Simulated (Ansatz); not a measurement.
# MoC+ (quartet): from Hartree-Fock to the top rungs, def2-TZVPP

One table from this session's results is given with a row withheld; the runs are named, their logs left out.

Program: Ansatz 0.2.0, Gaussian basis. Level of theory: def2-TZVPP, core rule «outside noble gas», up to 5 orbitals frozen. These are calculated values, not measurements.

The runs, in order: UHF; ROHF; CCSD(T) on UHF.

2 further runs of the same task are left out: 2 set aside as unsound or not needed.

## What is computed

The geometry is a PBE0/def2-TZVP stationary point (not a proven minimum) of the parent state, kept for this charge and spin. No spin-orbit coupling is included. Elements past krypton take def2 core potentials.

2 atoms, charge 1, spin multiplicity 4.

Atoms are counted from 1 here; the program's logs count them from 0.

Bond lengths: Mo1–C2 1.654 Å.

As a file:

```
Mo    0.0000    0.0000    0.0000
C     0.0000    0.0000    1.6536
```

Set-up of the first run:

in.yaml

```yaml
crystal:
  periodic: [false, false, false]
  atoms:
    - {symbol: Mo, position_ang: [0.000000, 0.000000, 0.000000]}
    - {symbol: C, position_ang: [0.000000, 0.000000, 1.653600]}
basis:
  gaussian: {orbitals: def2-TZVPP}
total_charge: 1
magnetization: {spin_polarized: true, initial_magnetization: 3}
hamiltonian: {xc: hf}
output: {orbitals: {seedname: orbitals}}
```

Run with:

```bash
ansatz run in.yaml --threads 1 --pin off --events-out ev --progress --plain --max-ram 4096MiB --backend cpu
```

Steps of the session up to this table: UHF; ROHF; CCSD(T) on UHF.

One table of the session follows, with a row left open; its other results are not shown here.

```
  method  from UCCSD(T) (meV)
    ROHF              +8806.1
     UHF                    ?
    UMP2              +1661.3
   UCCSD               +479.1
UCCSD(T)                    0
```

Estimate the missing values for UHF.

The run gave: from UCCSD(T) (meV): +7860.5. In the column «from UCCSD(T) (meV)» it lies between UMP2 (+1661.3) and ROHF (+8806.1).

Limits of these values: The determinant is far from a pure spin state, so its energy mixes those of several spin states (harmless only where they are near-degenerate, as at dissociation).
